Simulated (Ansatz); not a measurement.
# CH5MgN + H2: a complex and its separated parts

Aim: how far the complex at one end of a reaction step lies below its separated, relaxed parts, level by level.

The runs use Ansatz 0.2.0, Gaussian basis; PBE0-D4/def2-TZVP structures, single points in def2-TZVPP, no counterpoise correction.

Levels: SPW92, PBE-D4, BLYP-D4, r2SCAN-D4, B97M-V, PBE0-D4, B3LYP-D4, r2SCAN0-D4, BHLYP-D4, CAM-B3LYP-D4, wB97X-V, wB97M-V, B2PLYP, PBE-QIDH, RPA on PBE, Hartree-Fock, MP2, CCSD, CCSD(T).

Correlated methods freeze the cores. The outer core shell of Li, Na, Mg and K is correlated. B3LYP uses VWN-RPA correlation. B2PLYP carries no dispersion term here.

95 further runs of the same task are left out: 1 that didn't finish, 94 set aside as unsound or not needed.

### Step 1. Starting geometry

The complex: 10 atoms, charge 0, spin multiplicity 1.

Atoms are counted from 1 here; the program's logs count them from 0.

Bond lengths: Mg1–N2 1.896 Å, Mg1–C3 2.081 Å, N2–H6 1.009 Å, N2–H7 1.010 Å, C3–H8 1.095 Å, C3–H9 1.095 Å, C3–H10 1.095 Å, H4–H5 0.751 Å. Angles: N2–Mg1–C3 173.9°, Mg1–N2–H6 127.5°, Mg1–N2–H7 125.9°, H6–N2–H7 106.6°, Mg1–C3–H8 111.8°, Mg1–C3–H9 111.8°, Mg1–C3–H10 112.3°, H8–C3–H9 106.9°, H8–C3–H10 106.8°, H9–C3–H10 106.9°.

Geometry (Å):

```
atom     x (Å)     y (Å)     z (Å)
 Mg1   0.24944  -0.31023  -0.22328
  N2   2.13405  -0.42122  -0.04334
  C3  -1.80113  -0.34492  -0.57493
  H4   0.65900   1.56409   1.32219
  H5  -0.08797   1.53483   1.39671
  H6   2.70841  -0.00135   0.67278
  H7   2.75243  -0.96986  -0.62326
  H8  -2.36734  -0.53910   0.34251
  H9  -2.16100   0.60850  -0.97650
 H10  -2.08597  -1.12064  -1.29309
```

Its parts: CH5MgN holds atoms 1, 2, 3, 6, 7, 8, 9, 10; H2 holds atoms 4, 5. Each part counts its atoms afresh in its own runs.

### Step 2. Relaxing CH5MgN alone

Contents of relax-a/in.yaml:

```yaml
crystal:
  periodic: [false, false, false]
  atoms:
    - {symbol: Mg, position_ang: [0.249442, -0.310226, -0.223282]}
    - {symbol: N, position_ang: [2.134047, -0.421215, -0.043341]}
    - {symbol: C, position_ang: [-1.801134, -0.344916, -0.574928]}
    - {symbol: H, position_ang: [2.708407, -0.001349, 0.672781]}
    - {symbol: H, position_ang: [2.752426, -0.969865, -0.623255]}
    - {symbol: H, position_ang: [-2.367344, -0.539099, 0.342508]}
    - {symbol: H, position_ang: [-2.161005, 0.608496, -0.976497]}
    - {symbol: H, position_ang: [-2.085967, -1.120641, -1.293086]}
basis:
  gaussian: {orbitals: def2-TZVP}
hamiltonian: {xc: pbe0, dispersion: d4}
relax: {f_tol: 0.005, max_steps: 200}
```

Run with:

```sh
ansatz run in.yaml --threads 2 --pin off --events-out ev --progress --plain --max-ram 4352MiB
```

The runs that follow: Relaxing H2 alone; SPW92/def2-TZVPP; PBE-D4/def2-TZVPP; BLYP-D4/def2-TZVPP; r2SCAN-D4/def2-TZVPP; B97M-V/def2-TZVPP; PBE0-D4/def2-TZVPP; B3LYP-D4/def2-TZVPP; r2SCAN0-D4/def2-TZVPP; BHLYP-D4/def2-TZVPP; CAM-B3LYP-D4/def2-TZVPP; wB97X-V/def2-TZVPP; wB97M-V/def2-TZVPP; B2PLYP/def2-TZVPP; PBE-QIDH/def2-TZVPP; RPA on PBE/def2-TZVPP; CCSD(T)/def2-TZVPP; Vibrations of CH5MgN; Vibrations of H2.

What does the calculation give? Wanted: complex less parts, CCSD(T)/def2-TZVPP; with zero-point energy; largest T1 diagnostic.

The runs gave:

| quantity | value |
| --- | --- |
| complex less parts, CCSD(T)/def2-TZVPP | -6.3 kJ/mol |
| with zero-point energy | +1.4 kJ/mol |
| largest T1 diagnostic | 0.010 |

**Reading.** At CCSD(T) the complex lies 6.3 kJ/mol below its parts. The functionals run from B3LYP-D4, off by +0.2 kJ/mol, to SPW92, off by -9.7 kJ/mol, against CCSD(T). PBE-QIDH is as near within the digits shown. Mean unsigned error by rung: LDA 9.7, GGA 1.9, meta-GGA 1.4, hybrid 1.4, range-separated hybrid 0.8, double hybrid 1.5 kJ/mol. PBE-D4 gives a relative energy 2.4 kJ/mol too low, an error of 38 % of the reference. No counterpoise was applied, and triple zeta lacks some correlation, so the CCSD(T) reference has a basis error of its own, and close matches with it are partly luck.
